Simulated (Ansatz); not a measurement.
# TiC: the cost of one run

Program: Ansatz 0.2.0. Level of theory: DFT PBEsol, scalar-relativistic. These are calculated values, not measurements.

## Step 1: Starting point

It takes space group Fm-3m (No. 225, cubic). Conventional cell: a = 4.328 Å, b = 4.328 Å, c = 4.328 Å, α = 90.00°, β = 90.00°, γ = 90.00°. Ti (site symmetry m-3m) has 6 C at 2.16 Å as nearest neighbours. Around C (site symmetry m-3m) lie 6 Ti at 2.16 Å.

Coordinates:

```cif
data_structure
_symmetry_space_group_name_H-M 'P 1'
_symmetry_Int_Tables_number 1
_cell_length_a 3.0604
_cell_length_b 3.0604
_cell_length_c 3.0604
_cell_angle_alpha 60.000
_cell_angle_beta 60.000
_cell_angle_gamma 60.000
_cell_volume 20.27
loop_
_atom_site_label
_atom_site_type_symbol
_atom_site_fract_x
_atom_site_fract_y
_atom_site_fract_z
_atom_site_occupancy
Ti1 Ti 0.00000 0.00000 0.00000 1
C1 C 0.50000 0.50000 0.50000 1
```

Atoms are numbered in the order of the input: Ti1, C2.

## Step 2: The deformed structure

Space group Fm-3m before, R-3m after.

## Step 3: All-electron LAPW

The input, input.yaml:

```yaml
crystal:
  lattice:
    - [0.06492, 2.19646, 2.19646]
    - [2.19646, 0.06492, 2.19646]
    - [2.19646, 2.19646, 0.06492]
  atoms:
    - { symbol: Ti, position: [0.0, 0.0, 0.0] }
    - { symbol: C, position: [0.5, 0.5, 0.5] }
kpoints:
  mp_grid: { grid: [16, 16, 16] }
  band_path:
    path:
      - [0.0, 0.0, 0.0]
      - [0.5, 0.5, 0.5]
      - [0.2428775097, 0.5, 0.7571224903]
      - [-0.2428775097, 0.2428775097, 0.5]
      - [0.0, 0.0, 0.5]
      - [0.0, 0.0, 0.0]
      - [-0.3714387548, 0.0, 0.3714387548]
      - [0.0, 0.3714387548, 0.6285612452]
      - [0.0, 0.5, 0.5]
    npoints: 5
scf:
  occupations: { method: fermi_dirac, width: 0.03 }
hamiltonian:
  xc: pbesol
  pseudopotentials: { kind: all_electron, lapw: { basis_error: 0.001 } }
output:
  forces: true
  stress: true
  eigenvalues: true
```

Run with:

```
ansatz run input.yaml --threads 1 --pin off --max-ram 3072MiB --backend cpu --events-out ev --progress --plain --runs-dir out
```

Q: Estimate wall time and peak memory on 1 thread of Arm Neoverse V1, shared host.

About 60 s, with a peak of 0.77 GiB.
